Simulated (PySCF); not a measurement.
# SiCl3+: a look at the electrons

For SiCl3+, the scripts below compute its lowest excited states, analyse its density (charges, bond critical points, surface potential), see where an electron leaves and enters and localise its valence orbitals.

Computed with PySCF 2.14.0. Level: levels as typed in each script, gas phase, geometry from GFN2-xTB.

1 further run of the same task is left out (it didn't finish).

### Step 1. Starting geometry

SMILES `Cl[Si+](Cl)Cl`, 4 atoms, charge 1, spin multiplicity 1.

Bond lengths: Cl1–Si2 1.939 Å, Si2–Cl3 1.940 Å, Si2–Cl4 1.939 Å. Angles: Cl1–Si2–Cl3 120.0°, Cl1–Si2–Cl4 120.0°, Cl3–Si2–Cl4 120.0°.

Coordinates:

| atom | x (Å) | y (Å) | z (Å) |
| --- | --- | --- | --- |
| Cl1 | -0.3925 | 1.8994 | 0.0000 |
| Si2 | 0.0001 | 0.0000 | 0.0000 |
| Cl3 | -1.4486 | -1.2896 | 0.0000 |
| Cl4 | 1.8411 | -0.6098 | 0.0000 |

### Step 2. Excited states (wB97X/6-31+g*)

input.py

```python
import numpy as np
from pyscf import gto, scf, dft, tdscf
from pyscf.scf import atom_ks, atom_hf
from scipy.linalg import block_diag

def solve(mol, dm0=None, hcore=None):
    mf = (dft.UKS if mol.spin else dft.RKS)(mol, xc='wb97x')
    mf.grids.level = 3
    mf = mf.density_fit(auxbasis='def2-universal-jkfit')
    mf.conv_tol, mf.max_cycle = 1e-8, 80
    if hcore is not None:
        mf.get_hcore = lambda *args: hcore
    mf.kernel(dm0)
    if not mf.converged:
        mf = mf.newton().run(mf.mo_coeff, mf.mo_occ, max_cycle=30)
    assert mf.converged, 'SCF not converged'
    return mf

mol = gto.M(atom='''
Cl    -0.39252     1.89935     0.00000
Si     0.00006     0.00000     0.00000
Cl    -1.44865    -1.28959     0.00000
Cl     1.84112    -0.60976     0.00000
''', basis='6-31+g*', charge=1, spin=0, verbose=4)
mf = solve(mol)
td = mf.TDA()
td.nstates, td.singlet, td.conv_tol = 4, True, 1e-5
td.kernel()
td.analyze()
x, y = np.array([p[0] for p in td.xy]), np.array([p[1] + 0 * p[0] for p in td.xy])
f, mu = td.oscillator_strength(), td.transition_dipole()
nto = [td.get_nto(state=i + 1, verbose=4) for i in range(len(td.e))]
# spherically averaged free atoms, for the promolecule
atm = atom_ks.get_atm_nrks(mol, xc='wb97x')
pro = block_diag(*[(atm[a[0]][2] * atm[a[0]][3]) @ atm[a[0]][2].T for a in mol._atom])
np.savez('result.npz', e=td.e, f=f, ok=td.converged, w=[n[0] for n in nto], nto=[n[1] for n in nto], x=x, y=y, c=mf.mo_coeff, occ=mf.mo_occ, eps=mf.mo_energy, pro=pro, mu=mu)
```

Command:

```sh
> OMP_NUM_THREADS=1 python input.py
```

### Step 4. Density, bond paths and surface potential (PBE0/6-311+g**)

input.py

```python
import numpy as np
from pyscf import gto, scf, dft
from pyscf.scf import atom_ks, atom_hf
from scipy.linalg import block_diag

def solve(mol, dm0=None, hcore=None):
    mf = (dft.UKS if mol.spin else dft.RKS)(mol, xc='pbe0')
    mf.grids.level = 3
    mf = mf.density_fit(auxbasis='def2-universal-jkfit')
    mf.conv_tol, mf.max_cycle = 1e-8, 80
    if hcore is not None:
        mf.get_hcore = lambda *args: hcore
    mf.kernel(dm0)
    if not mf.converged:
        mf = mf.newton().run(mf.mo_coeff, mf.mo_occ, max_cycle=30)
    assert mf.converged, 'SCF not converged'
    return mf

mol = gto.M(atom='''
Cl    -0.39252     1.89935     0.00000
Si     0.00006     0.00000     0.00000
Cl    -1.44865    -1.28959     0.00000
Cl     1.84112    -0.60976     0.00000
''', basis='6-311+g**', charge=1, spin=0, verbose=4)
mf = solve(mol)
mf.analyze()
# spherically averaged free atoms, for the promolecule
atm = atom_ks.get_atm_nrks(mol, xc='pbe0')
pro = block_diag(*[(atm[a[0]][2] * atm[a[0]][3]) @ atm[a[0]][2].T for a in mol._atom])
np.savez('result.npz', e=mf.e_tot, c=mf.mo_coeff, occ=mf.mo_occ, eps=mf.mo_energy, pro=pro, dip=mf.dip_moment(verbose=0), s2=mf.spin_square()[0])
```

### Step 6. Removing and adding an electron (r2SCAN/def2-tzvp)

input.py

```python
import numpy as np
from pyscf import gto, scf, dft
from pyscf.scf import atom_ks, atom_hf
from scipy.linalg import block_diag

def solve(mol, dm0=None, hcore=None):
    mf = (dft.UKS if mol.spin else dft.RKS)(mol, xc='r2scan')
    mf.grids.level = 3
    mf = mf.density_fit(auxbasis='def2-universal-jkfit')
    mf.conv_tol, mf.max_cycle = 1e-8, 80
    if hcore is not None:
        mf.get_hcore = lambda *args: hcore
    mf.kernel(dm0)
    if not mf.converged:
        mf = mf.newton().run(mf.mo_coeff, mf.mo_occ, max_cycle=30)
    assert mf.converged, 'SCF not converged'
    return mf

mol = gto.M(atom='''
Cl    -0.39252     1.89935     0.00000
Si     0.00006     0.00000     0.00000
Cl    -1.44865    -1.28959     0.00000
Cl     1.84112    -0.60976     0.00000
''', basis='def2-tzvp', charge=1, spin=0, verbose=4)
mf = solve(mol)
out = dict(e0=mf.e_tot, dm0=mf.make_rdm1(), c=mf.mo_coeff, occ=mf.mo_occ, eps=mf.mo_energy)
for name, dq, spin in [('cation', 1, 1), ('anion', -1, 1)]:
    ion = mol.copy().set(charge=mol.charge + dq, spin=spin).build()
    mi = solve(ion)
    if spin and dq > 0 and mol.nao < 130:
        c, _, stable, _ = mi.stability(return_status=True)
        if not stable:
            mi = solve(ion, mi.make_rdm1(c, mi.mo_occ))
    print(name, 'vertical energy change / eV', (mi.e_tot - mf.e_tot) * 27.211386)
    out.update({'e_' + name: mi.e_tot, 'dm_' + name: mi.make_rdm1(), 's2_' + name: mi.spin_square()[0], 'eps_' + name: mi.mo_energy, 'occ_' + name: mi.mo_occ})
# spherically averaged free atoms, for the promolecule
atm = atom_ks.get_atm_nrks(mol, xc='r2scan')
pro = block_diag(*[(atm[a[0]][2] * atm[a[0]][3]) @ atm[a[0]][2].T for a in mol._atom])
np.savez('result.npz', pro=pro, **out)
```

### Step 8. Localised orbitals (LDA (SVWN)/def2-tzvp)

input.py

```python
import numpy as np
from pyscf import gto, scf, dft, lo
from pyscf.data.elements import chemcore

def solve(mol, dm0=None, hcore=None):
    mf = (dft.UKS if mol.spin else dft.RKS)(mol, xc='svwn')
    mf.grids.level = 3
    mf = mf.density_fit(auxbasis='def2-universal-jkfit')
    mf.conv_tol, mf.max_cycle = 1e-8, 80
    if hcore is not None:
        mf.get_hcore = lambda *args: hcore
    mf.kernel(dm0)
    if not mf.converged:
        mf = mf.newton().run(mf.mo_coeff, mf.mo_occ, max_cycle=30)
    assert mf.converged, 'SCF not converged'
    return mf

mol = gto.M(atom='''
Cl    -0.39252     1.89935     0.00000
Si     0.00006     0.00000     0.00000
Cl    -1.44865    -1.28959     0.00000
Cl     1.84112    -0.60976     0.00000
''', basis='def2-tzvp', charge=1, spin=0, verbose=4)
mf = solve(mol)
occ_all = mf.mo_coeff[:, mf.mo_occ > 0]
occ = occ_all[:, chemcore(mol):]
loc = lo.ibo.ibo(mol, occ, iaos=lo.iao.iao(mol, occ_all))
fock, s = mf.get_fock(), mf.get_ovlp()
ortho = lo.orth_ao(mol, 'meta_lowdin')
ortho = lo.vec_lowdin(lo.iao.iao(mol, occ_all), s)
labels = lo.iao.reference_mol(mol).ao_labels(fmt=None)
vir = lo.vvo.livvo(mol, occ_all, mf.mo_coeff[:, mf.mo_occ == 0])
both = np.hstack([loc, vir])
p = (ortho.T @ s @ both) ** 2
pop = np.array([p[[l[0] == a for l in labels]].sum(0) for a in range(mol.natm)])
spd = np.array([[p[[l[0] == a and l[2][-1] == k for l in labels]].sum(0) for k in 'spd'] for a in range(mol.natm)])
eps = np.einsum('pi,pq,qi->i', both, fock, both)
for i in np.argsort(eps):
    top = np.argsort(-pop[:, i])[:3]
    print('%3d %s %9.4f Eh ' % (i + 1, 'occ' if i < loc.shape[1] else 'vir', eps[i]), '  '.join('%s%d %.3f' % (mol.atom_symbol(a), a + 1, pop[a, i]) for a in top))
np.savez('result.npz', c=both, nocc=loc.shape[1], pop=pop, spd=spd, eps=eps, e=mf.e_tot)
```

(Steps that only read results are left out.)

**Question.** What will these runs give? Wanted: lowest singlet excitation; dipole moment; HOMO, LUMO; vertical ionisation energy; vertical electron affinity.

The runs gave:

| quantity | value |
| --- | --- |
| lowest singlet excitation (wB97X/6-31+g*) | 5.95 eV |
| dipole moment (PBE0/6-311+g**) | 0.00 D |
| HOMO, LUMO (PBE0/6-311+g**) | -15.56, -8.55 eV |
| vertical ionisation energy (r2SCAN/def2-tzvp) | 17.39 eV |
| vertical electron affinity (r2SCAN/def2-tzvp) | 6.34 eV |
| localised occupied orbitals above −45 eV (LDA (SVWN)/def2-tzvp) | 12 |

**Reading.** At PBE0/6-311+g**: The highest Hirshfeld charge is on Si2 (+0.60 e), the lowest on Cl1, Cl3 and Cl4 (+0.13 e). The ionisation energy from two SCF runs, 17.39 eV, lies 3.0 eV above −ε(HOMO) = 14.41 eV of the same level, r2SCAN/def2-tzvp, since self-interaction lifts this functional's HOMO. All values hold at the given geometry, in the gas phase.
